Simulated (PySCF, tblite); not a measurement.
**C₂H₄F₄SeSi: geometry, infrared bands and NMR shifts**

Wanted: the infrared bands and NMR shifts of C₂H₄F₄SeSi (`F[SiH2][Se]CC(F)(F)F`), by calculation.

Computed with tblite 0.8.0 and PySCF 2.14.0, with density-fitted response routines of our own, on a single molecule in the gas phase. Atoms are numbered from 0 throughout.

## Step 1: The molecule as given

12 atoms, charge 0, multiplicity 1; geometry from: force field or distance geometry start.

Bonds of the start (Å): F0–Si1 1.69, Si1–Se2 2.25, Se2–C3 1.94, C3–C4 1.52, C4–F5 1.37, C4–F6 1.37, C4–F7 1.40, Si1–H8 1.47, Si1–H9 1.50, C3–H10 1.10, C3–H11 1.11.

## Step 2: Relaxing the molecule with GFN2-xTB

The job: settings as JSON, then the geometry in Å.

```
{"job": {"kind": "relax", "xc": "GFN2-xTB", "basis": "xTB"}, "charge": 0, "multiplicity": 1}
F      3.194300    -0.995300    -0.594700
Si     2.247100     0.164300     0.190500
Se     0.586800     0.769500    -1.208200
C     -1.013900    -0.272500    -0.857700
C     -1.671500     0.082300     0.465300
F     -2.782000    -0.702200     0.630800
F     -0.820000     0.038300     1.533100
F     -2.096500     1.413000     0.377500
H      3.050800     1.353000     0.516700
H      1.717600    -0.419700     1.460800
H     -0.709900    -1.332600    -0.828300
H     -1.701500    -0.098800    -1.711800
```

The run is started by

```console
OMP_NUM_THREADS=1 python probes_run.py task.json out
```

One launch serves the whole session: the jobs run in the order shown.

**Question.** This job is followed by: GFN2-xTB harmonic vibrations, gas phase; GIAO PBE0/pcSseg-1 NMR shielding, non-relativistic, gas phase. What will the session give for the following? strongest single infrared mode (GFN2-xTB); zero-point energy (GFN2-xTB); ¹³C shifts against TMS (PBE0/pcSseg-1); ¹H shifts against TMS (PBE0/pcSseg-1, means over atoms taken as alike); ¹⁹F shifts against CFCl3 (PBE0/pcSseg-1, means over atoms taken as alike); ²⁹Si shifts against TMS (PBE0/pcSseg-1); ⁷⁷Se shifts against Me2Se (PBE0/pcSseg-1); surface potential, 1st and 99th percentile.

The runs gave:

| quantity | value |
| --- | --- |
| strongest single infrared mode (GFN2-xTB) | 730 cm⁻¹, 335 km/mol |
| zero-point energy (GFN2-xTB) | 37.6 kcal/mol |
| ¹³C shifts against TMS (PBE0/pcSseg-1) | 136.0, 32.1 ppm |
| ¹H shifts against TMS (PBE0/pcSseg-1, means over atoms taken as alike) | 6.00, 3.19 ppm |
| ¹⁹F shifts against CFCl3 (PBE0/pcSseg-1, means over atoms taken as alike) | -81.7, -219.7 ppm |
| ²⁹Si shifts against TMS (PBE0/pcSseg-1) | 16.4 ppm |
| ⁷⁷Se shifts against Me2Se (PBE0/pcSseg-1) | -156 ppm |
| surface potential, 1st and 99th percentile | -0.75 V and 1.94 V |

In words: Over 123 steps the energy fell by 0.490 eV; of the close pairs, F0–Si1 changed most, 1.691 to 1.607 Å. All 30 modes are real, so the xTB geometry is a minimum. The strongest single mode, at 730 cm⁻¹, moves mainly H9 and H8. GFN2-xTB is a fitted tight-binding method: band positions and strengths are rough. Its intensities can rank the bands wrongly. At PBE0/pcSseg-1: The largest span, 757 ppm, is at Se2, where the paramagnetic term is -1087 ppm. At PBE0/pcSseg-1, counted by nearest atom on the grid, the HOMO lies on Se2 82 %, the LUMO on Se2 26 %; Si1 19 %. Spin-orbit coupling is left out, which matters for shieldings and couplings at and beside the heavy atoms.
